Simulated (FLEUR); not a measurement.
# Al3Au (I4/mmm) in FLEUR: a series of runs

The runs below take Al3Au through band structure, equation of state, with PBE.

Program: FLEUR MaX-R8.1 (later development tree). These are calculated values, not measurements. Logs are shortened: lines on timing, memory, paths and dates and some standing lists are left out, and cuts for length are marked.

### Step 1. Starting point

It takes space group I4/mmm (No. 139, tetragonal). Conventional cell: a = 4.051 Å, b = 4.051 Å, c = 8.113 Å, α = 90.00°, β = 90.00°, γ = 90.00°. Au (site symmetry 4/mmm) is surrounded by 12 Al at 2.86 to 2.87 Å. Al (site symmetry 4/mmm) is surrounded by 4 Au at 2.86 Å and 8 Al at 2.87 Å. Around Al (site symmetry -4m2) lie 8 Al at 2.86 to 2.87 Å and 4 Au at 2.87 Å.

The cell comes from a database or a generator and needn't be the stable form of this composition.

### Step 2. Band structure, PBE

inp.xml reads:

```xml
<?xml version="1.0" encoding="UTF-8" standalone="no"?>
<fleurInput fleurInputVersion="0.39">
   <comment>
      Al3Au                                                                                               
   </comment>
   <calculationSetup>
      <cutoffs Kmax="4.17" Gmax="12.9" GmaxXC="12.9" numbands="0"/>
      <scfLoop itmax="60" minDistance="0.00001" maxIterBroyd="15" imix="Anderson" alpha="0.05" precondParam="0.0" spinf="2.0" sdNocoIR="T"/>
      <coreElectrons ctail="T" frcor="F" kcrel="0" coretail_lmax="0"/>
      <xcFunctional name="pbe" relativisticCorrections="F"/>
      <magnetism jspins="1"/>
      <soc l_soc="F" theta="0.0" phi="0.0" spav="F"/>
      <expertModes spex="0" secvar="F"/>
      <geometryOptimization l_f="F" forcealpha="1.0" forcemix="BFGS" epsdisp="0.00001" epsforce="0.00001"/>
      <ldaU l_linMix="F" mixParam="0.05" spinf="1.0"/>
   </calculationSetup>
   <cell>
      <bzIntegration valenceElectrons="52.0" mode="hist" fermiSmearingEnergy="0.00183747">
         <kPointListSelection listName="default-1"/>
         <!-- k-points included here -->
         <xi:include xmlns:xi="http://www.w3.org/2001/XInclude" href="kpts.xml"> </xi:include>
      </bzIntegration>
      <!-- symmetry operations included here -->
      <xi:include xmlns:xi="http://www.w3.org/2001/XInclude" href="sym.xml"> </xi:include>
[... 36 lines left out ...]
         <lo type="SCLO" l="2" n="3" eDeriv="2"/>
         <lo type="SCLO" l="3" n="4" eDeriv="2"/>
      </species>
   </atomSpecies>
   <atomGroups>
      <atomGroup species="Gold (Au)">
         <relPos label="                   1">.0000000000 .0000000000 .0000000000</relPos>
         <force calculate="T" relaxXYZ="TTT"/>
      </atomGroup>
      <atomGroup species="Aluminum (Al)">
         <relPos label="                   2">1.000/2.000 1.000/2.000 .0000000000</relPos>
         <force calculate="T" relaxXYZ="TTT"/>
      </atomGroup>
      <atomGroup species="Aluminum (Al)">
         <relPos label="                   3">1.000/4.000 -1.000/4.000 1.000/2.000</relPos>
         <relPos label="                   4">-1.000/4.000 1.000/4.000 1.000/2.000</relPos>
         <force calculate="T" relaxXYZ="TTT"/>
      </atomGroup>
   </atomGroups>
   <output dos="F" band="F" slice="F">
      <checks vchk="F" cdinf="F"/>
      <bandDOS minEnergy="-.5*Htr" maxEnergy="0.5*Htr" sigma="0.015" storeEVData="T"/>
      <vacuumDOS vacdos="F" integ="F" star="F" nstars="0" locx1="0.0" locy1="0.0" locx2="0.0" locy2="0.0" nstm="0" tworkf="0.0"/>
      <unfoldingBand unfoldBand="F" supercellX="1" supercellY="1" supercellZ="1"/>
      <plotting iplot="0" polar="F">
         <plot TwoD="T" vec1="  1.0  0.0  0.0" vec2="  0.0  1.0  0.0" vec3="  0.0  0.0  1.0" zero="  0.0  0.0  0.0" file="plot"/>
      </plotting>
      <chargeDensitySlicing numkpt="0" minEigenval="0.0" maxEigenval="0.0" nnne="0" pallst="F"/>
      <specialOutput eonly="F"/>
      <moessbauerParams electricFieldGradient="T" isomerShift="T" coreHyperfine="T" valenceHyperfine="T"/>
      <magneticCircularDichroism mcd="F" energyLo="-10.0" energyUp="0.0"/>
   </output>
  <!-- We include the file relax.xml here to enable relaxations (see documentation) -->
  <xi:include xmlns:xi="http://www.w3.org/2001/XInclude" href="relax.xml"> <xi:fallback/> </xi:include>
</fleurInput>
```

crystal.txt reads:

```
Al3Au
&input cartesian=F /
-2.0253330000  2.0253330000  4.0566000000
2.0253330000  -2.0253330000  4.0566000000
2.0253330000  2.0253330000  -4.0566000000
1.8897261246
1.0 1.0 1.0

4
79 0.0000000000  0.0000000000  0.0000000000
13 0.5000000000  0.5000000000  0.0000000000
13 0.2500000000  0.7500000000  0.5000000000
13 0.7500000000  0.2500000000  0.5000000000

&kpt div1=9 div2=9 div3=9 gamma=T /
```

inp.xml (bands) reads:

```
<?xml version="1.0" encoding="UTF-8" standalone="no"?>
<fleurInput fleurInputVersion="0.39">
   <comment>
      Al3Au                                                                                               
   </comment>
   <calculationSetup>
      <cutoffs Kmax="4.17" Gmax="12.9" GmaxXC="12.9" numbands="0"/>
      <scfLoop itmax="60" minDistance="0.00001" maxIterBroyd="15" imix="Anderson" alpha="0.05" precondParam="0.0" spinf="2.0" sdNocoIR="T"/>
      <coreElectrons ctail="T" frcor="F" kcrel="0" coretail_lmax="0"/>
      <xcFunctional name="pbe" relativisticCorrections="F"/>
      <magnetism jspins="1"/>
      <soc l_soc="F" theta="0.0" phi="0.0" spav="F"/>
      <expertModes spex="0" secvar="F"/>
      <geometryOptimization l_f="F" forcealpha="1.0" forcemix="BFGS" epsdisp="0.00001" epsforce="0.00001"/>
      <ldaU l_linMix="F" mixParam="0.05" spinf="1.0"/>
   </calculationSetup>
   <cell>
      <bzIntegration valenceElectrons="52.0" mode="hist" fermiSmearingEnergy="0.00183747">
         <kPointListSelection listName="path-1"/>
         <!-- k-points included here -->
         <xi:include xmlns:xi="http://www.w3.org/2001/XInclude" href="kpts.xml"> </xi:include>
      </bzIntegration>
      <!-- symmetry operations included here -->
      <xi:include xmlns:xi="http://www.w3.org/2001/XInclude" href="sym.xml"> </xi:include>
      <bulkLattice scale="1.0">
         <bravaisMatrix>
[... 34 lines left out ...]
         <lo type="SCLO" l="2" n="3" eDeriv="2"/>
         <lo type="SCLO" l="3" n="4" eDeriv="2"/>
      </species>
   </atomSpecies>
   <atomGroups>
      <atomGroup species="Gold (Au)">
         <relPos label="                   1">.0000000000 .0000000000 .0000000000</relPos>
         <force calculate="T" relaxXYZ="TTT"/>
      </atomGroup>
      <atomGroup species="Aluminum (Al)">
         <relPos label="                   2">1.000/2.000 1.000/2.000 .0000000000</relPos>
         <force calculate="T" relaxXYZ="TTT"/>
      </atomGroup>
      <atomGroup species="Aluminum (Al)">
         <relPos label="                   3">1.000/4.000 -1.000/4.000 1.000/2.000</relPos>
         <relPos label="                   4">-1.000/4.000 1.000/4.000 1.000/2.000</relPos>
         <force calculate="T" relaxXYZ="TTT"/>
      </atomGroup>
   </atomGroups>
   <output dos="F" band="T" slice="F">
      <checks vchk="F" cdinf="F"/>
      <bandDOS minEnergy="-.5*Htr" maxEnergy="0.5*Htr" sigma="0.015" storeEVData="T"/>
      <vacuumDOS vacdos="F" integ="F" star="F" nstars="0" locx1="0.0" locy1="0.0" locx2="0.0" locy2="0.0" nstm="0" tworkf="0.0"/>
      <unfoldingBand unfoldBand="F" supercellX="1" supercellY="1" supercellZ="1"/>
      <plotting iplot="0" polar="F">
         <plot TwoD="T" vec1="  1.0  0.0  0.0" vec2="  0.0  1.0  0.0" vec3="  0.0  0.0  1.0" zero="  0.0  0.0  0.0" file="plot"/>
      </plotting>
      <chargeDensitySlicing numkpt="0" minEigenval="0.0" maxEigenval="0.0" nnne="0" pallst="F"/>
      <specialOutput eonly="F"/>
      <moessbauerParams electricFieldGradient="T" isomerShift="T" coreHyperfine="T" valenceHyperfine="T"/>
      <magneticCircularDichroism mcd="F" energyLo="-10.0" energyUp="0.0"/>
   </output>
  <!-- We include the file relax.xml here to enable relaxations (see documentation) -->
  <xi:include xmlns:xi="http://www.w3.org/2001/XInclude" href="relax.xml"> <xi:fallback/> </xi:include>
</fleurInput>
```

Potentials or basis: all-electron, FLAPW.

Launch:

```bash
> inpgen -f crystal.txt -profile fastHighL
> # inp.xml edited to the form shown
> fleur_MPI
> fleur_MPI   # second run, on inp.xml (bands)
```

Output:

```text
Welcome to FLEUR        (www.flapw.de)
      MaX-Release 8.1          (www.max-centre.eu)

 ========== k-point set info ==========
 Selected k-point list: default-1
 k-point list type: mesh
 9 x 9 x 9
 Number of k points: 75

 ------------Calculation Setup---------------------------
 Number of MPI-tasks      :            1
 Number of PE/node        :            1
 Number of OMP-threads    :            1
 Most efficient MPI parallelization for:
           1           3           5          15          25          75
 Additional eigenvalue parallelization possible
 Number of basis functions:          699
 Approximate size of matrices (H+S) per k-point:         0.007 GB
 --------------------------------------------------------
 Iteration:     1   Distance:      13.69501262 me/bohr^3
 Iteration:     2   Distance:      11.04049964 me/bohr^3
 Iteration:     3   Distance:       4.73784020 me/bohr^3
 Iteration:     4   Distance:       4.93726763 me/bohr^3
 Iteration:     5   Distance:       1.73001651 me/bohr^3
 Iteration:     6   Distance:       0.77508559 me/bohr^3
 Iteration:     7   Distance:       0.14791033 me/bohr^3
 Iteration:     8   Distance:       0.05064950 me/bohr^3
 Iteration:     9   Distance:       0.06110897 me/bohr^3
 Iteration:    10   Distance:       0.00640183 me/bohr^3
 Iteration:    11   Distance:       0.00404519 me/bohr^3
 Iteration:    12   Distance:       0.00249105 me/bohr^3
 Iteration:    13   Distance:       0.00054686 me/bohr^3
 Iteration:    14   Distance:       0.00037568 me/bohr^3
 Iteration:    15   Distance:       0.00007119 me/bohr^3
 Iteration:    16   Distance:       0.00006367 me/bohr^3
 Iteration:    17   Distance:       0.00002900 me/bohr^3
 Iteration:    18   Distance:       0.00000955 me/bohr^3

 ********************************************************************
 Run finished successfully
 Stop message:
   all done
 ********************************************************************
```

Run time: 4.3 min. Hardware: 1 thread of Arm Neoverse V2, shared host; peak memory 0.1 GiB.

What came out:

| Item | Value |
| --- | --- |
| Free energy | -538143.6379 eV |
| Band gap along the path | none (metal or under the smearing width) |
| Valence electrons inside the program's atomic spheres | Au 18.04; Al 9.48, 9.46 (radii Au 2.66, Al 2.35 bohr) |

Levels at the corners of the path, in eV from the Fermi level:
| point | band 24 | band 25 | band 26 | band 27 | band 28 | band 29 |
| --- | --- | --- | --- | --- | --- | --- |
| Γ | 0.04 | 0.04 | 0.37 | 0.71 | 0.82 | 0.82 |
| X | -4.44 | -3.98 | -2.14 | -1.56 | 2.11 | 2.96 |
| Y | -4.59 | -3.79 | -0.78 | -0.38 | 2.67 | 3.27 |
| S | -4.73 | -0.73 | 0.81 | 1.41 | 2.69 | 2.79 |
| Γ | 0.04 | 0.04 | 0.37 | 0.71 | 0.82 | 0.82 |
| Z | -2.53 | -2.53 | -0.37 | 0.99 | 5.12 | 5.65 |
| S1 | -4.73 | -0.73 | 0.81 | 1.41 | 2.69 | 2.79 |
| N | -3.52 | -1.78 | 0.40 | 1.27 | 1.54 | 2.92 |
| P | -4.58 | -3.71 | -1.41 | -0.17 | 0.05 | 0.05 |
| Y1 | -4.59 | -3.79 | -0.78 | -0.38 | 2.67 | 3.27 |
| Z | -2.53 | -2.53 | -0.37 | 0.99 | 5.12 | 5.65 |
| X | -4.44 | -3.98 | -2.14 | -1.56 | 2.11 | 2.96 |
| P | -4.58 | -3.71 | -1.41 | -0.17 | 0.05 | 0.05 |

Core levels (eV from the Fermi level):
```tsv
atom	levels
1 Au	1s1/2 -80656.1, 2s1/2 -14218.4, 2p1/2 -13632.3, 2p3/2 -11796.3, 3s1/2 -3354.7, 3p1/2 -3091.7, 3p3/2 -2686.5, 4s1/2 -727.2, 3d3/2 -2250.9, 3d5/2 -2163.8, 4p1/2 -615.1, 4p3/2 -518.0, 4d3/2 -334.8, 4d5/2 -316.7, 4f5/2 -81.9, 4f7/2 -78.1
2 Al	1s1/2 -1506.6
3 Al	1s1/2 -1506.7
4 Al	1s1/2 -1506.7
```

Caveat: spin-orbit coupling is left out, which moves the levels of the heavy elements.

### Step 3. Equation of state, PBE, 15.64 Å³/atom (volume scaled by 0.94)

Changes to inp.xml since step 2:

```diff
@@ -6,3 +6,3 @@
    <calculationSetup>
-      <cutoffs Kmax="4.17" Gmax="12.9" GmaxXC="12.9" numbands="0"/>
+      <cutoffs Kmax="4.3" Gmax="13.3" GmaxXC="13.3" numbands="0"/>
       <scfLoop itmax="60" minDistance="0.00001" maxIterBroyd="15" imix="Anderson" alpha="0.05" precondParam="0.0" spinf="2.0" sdNocoIR="T"/>
@@ -24,3 +24,3 @@
       <xi:include xmlns:xi="http://www.w3.org/2001/XInclude" href="sym.xml"> </xi:include>
-      <bulkLattice scale="1.0">
+      <bulkLattice scale="0.9795861087">
          <bravaisMatrix>
@@ -34,3 +34,3 @@
       <species name="Gold (Au)" element="Au" atomicNumber="79">
-         <mtSphere radius="2.66" gridPoints="879" logIncrement="0.015"/>
+         <mtSphere radius="2.58" gridPoints="879" logIncrement="0.015"/>
          <atomicCutoffs lmax="10" lnonsphr="10"/>
@@ -49,3 +49,3 @@
       <species name="Aluminum (Al)" element="Al" atomicNumber="13">
-         <mtSphere radius="2.35" gridPoints="777" logIncrement="0.015"/>
+         <mtSphere radius="2.28" gridPoints="777" logIncrement="0.015"/>
          <atomicCutoffs lmax="9" lnonsphr="9"/>
```

Potentials or basis: all-electron, FLAPW.

Launch:

```bash
> inpgen -f crystal.txt -profile fastHighL
> # inp.xml edited to the form shown
> fleur_MPI
```

Output:

```text
Welcome to FLEUR        (www.flapw.de)
      MaX-Release 8.1          (www.max-centre.eu)

 ========== k-point set info ==========
 Selected k-point list: default-1
 k-point list type: mesh
 9 x 9 x 9
 Number of k points: 75

 ------------Calculation Setup---------------------------
 Number of MPI-tasks      :            1
 Number of PE/node        :            1
 Number of OMP-threads    :            1
 Most efficient MPI parallelization for:
           1           3           5          15          25          75
 Additional eigenvalue parallelization possible
 Number of basis functions:          726
 Approximate size of matrices (H+S) per k-point:         0.008 GB
 --------------------------------------------------------
 Iteration:     1   Distance:      14.97054859 me/bohr^3
 Iteration:     2   Distance:      12.00675769 me/bohr^3
 Iteration:     3   Distance:       5.00791031 me/bohr^3
 Iteration:     4   Distance:       5.27210010 me/bohr^3
 Iteration:     5   Distance:       1.94307712 me/bohr^3
 Iteration:     6   Distance:       0.69781613 me/bohr^3
 Iteration:     7   Distance:       0.18274201 me/bohr^3
 Iteration:     8   Distance:       0.05067870 me/bohr^3
 Iteration:     9   Distance:       0.05401050 me/bohr^3
 Iteration:    10   Distance:       0.00544414 me/bohr^3
 Iteration:    11   Distance:       0.00505525 me/bohr^3
 Iteration:    12   Distance:       0.00200507 me/bohr^3
 Iteration:    13   Distance:       0.00055420 me/bohr^3
 Iteration:    14   Distance:       0.00006936 me/bohr^3
 Iteration:    15   Distance:       0.00004951 me/bohr^3
 Iteration:    16   Distance:       0.00004395 me/bohr^3
 Iteration:    17   Distance:       0.00002596 me/bohr^3
 Iteration:    18   Distance:       0.00001049 me/bohr^3
 Iteration:    19   Distance:       0.00000391 me/bohr^3

 ********************************************************************
 Run finished successfully
 Stop message:
   all done
 ********************************************************************
```

It took 4.6 min on 1 thread of Arm Neoverse V2, shared host; peak memory 0.1 GiB.

Results:

- Free energy: -538143.5474 eV
- Band gap on the k mesh: none (metal or under the smearing width)
- Valence electrons inside the program's atomic spheres: Au 17.86; Al 9.41, 9.39 (radii Au 2.58, Al 2.28 bohr)

### Step 4. Equation of state, PBE, 15.97 Å³/atom (volume scaled by 0.96)

Changes to inp.xml since step 3:

```diff
@@ -24,3 +24,3 @@
       <xi:include xmlns:xi="http://www.w3.org/2001/XInclude" href="sym.xml"> </xi:include>
-      <bulkLattice scale="0.9795861087">
+      <bulkLattice scale="0.9864848297">
          <bravaisMatrix>
```

Launch:

```bash
> inpgen -f crystal.txt -profile fastHighL
> # inp.xml edited to the form shown
> fleur_MPI
```

Wall time 4.4 min (1 thread of Arm Neoverse V2, shared host); peak memory 0.1 GiB.

The run converged. Its results:

* Free energy: -538143.5970 eV
* Band gap on the k mesh: none (metal or under the smearing width)
* Valence electrons inside the program's atomic spheres: Au 17.83; Al 9.38, 9.36 (radii Au 2.58, Al 2.28 bohr)

### Step 5. Equation of state, PBE, 16.64 Å³/atom

Changes to inp.xml since step 4:

```diff
@@ -24,3 +24,3 @@
       <xi:include xmlns:xi="http://www.w3.org/2001/XInclude" href="sym.xml"> </xi:include>
-      <bulkLattice scale="0.9864848297">
+      <bulkLattice scale="1.0000000000">
          <bravaisMatrix>
```

Launch:

```bash
> inpgen -f crystal.txt -profile fastHighL
> # inp.xml edited to the form shown
> fleur_MPI
```

Wall time 4.8 min (1 thread of Arm Neoverse V2, shared host); peak memory 0.1 GiB.

Results (log left out):

| Property | Result |
| --- | --- |
| Free energy | -538143.6382 eV |
| Band gap on the k mesh | none (metal or under the smearing width) |
| Valence electrons inside the program's atomic spheres | Au 17.78; Al 9.34, 9.32 (radii Au 2.58, Al 2.28 bohr) |

### Step 6. Equation of state, PBE, 17.31 Å³/atom (volume scaled by 1.04)

Changes to inp.xml since step 5:

```diff
@@ -24,3 +24,3 @@
       <xi:include xmlns:xi="http://www.w3.org/2001/XInclude" href="sym.xml"> </xi:include>
-      <bulkLattice scale="1.0000000000">
+      <bulkLattice scale="1.0131594038">
          <bravaisMatrix>
```

Potentials or basis: all-electron, FLAPW.

Launch:

```bash
> inpgen -f crystal.txt -profile fastHighL
> # inp.xml edited to the form shown
> fleur_MPI
```

Run time: 5.4 min. Hardware: 1 thread of Arm Neoverse V2, shared host; peak memory 0.1 GiB.

The run converged. Its results:

```
Free energy                                           : -538143.6155 eV
Band gap on the k mesh                                : none (metal or under the smearing width)
Valence electrons inside the program's atomic spheres : Au 17.74; Al 9.30, 9.29 (radii Au 2.58, Al 2.28 bohr)
```

### Step 7. Equation of state, PBE, 17.64 Å³/atom (volume scaled by 1.06)

Changes to inp.xml since step 6:

```diff
@@ -24,3 +24,3 @@
       <xi:include xmlns:xi="http://www.w3.org/2001/XInclude" href="sym.xml"> </xi:include>
-      <bulkLattice scale="1.0131594038">
+      <bulkLattice scale="1.0196128224">
          <bravaisMatrix>
```

Launch:

```bash
> inpgen -f crystal.txt -profile fastHighL
> # inp.xml edited to the form shown
> fleur_MPI
```

It took 5.5 min on 1 thread of Arm Neoverse V2, shared host; peak memory 0.11 GiB.

Results (log left out):

```
Free energy                                           : -538143.5844 eV
Band gap on the k mesh                                : none (metal or under the smearing width)
Valence electrons inside the program's atomic spheres : Au 17.71; Al 9.29, 9.27 (radii Au 2.58, Al 2.28 bohr)
```

### Step 8. Equation of state, PBE

This step only gathers the single runs of the series.

Results:

* Equilibrium volume: 16.71 Å³/atom
* Bulk modulus at fixed shape and positions: 94 GPa
* Pressure derivative of the bulk modulus: 4.8 (rough: it moves with the points fitted)

Energy against volume, from the lowest point:
```tsv
volume (Å³/atom)	energy (meV/atom)
15.642	22.68
15.974	10.30
16.640	0.00
17.306	5.67
17.638	13.44
```

Caveat: the cell was scaled at fixed shape and fractional positions, which overstates the stiffness of a crystal with free parameters, most of all of layers and chains. Spin-orbit coupling is left out, which matters for the levels of Au.
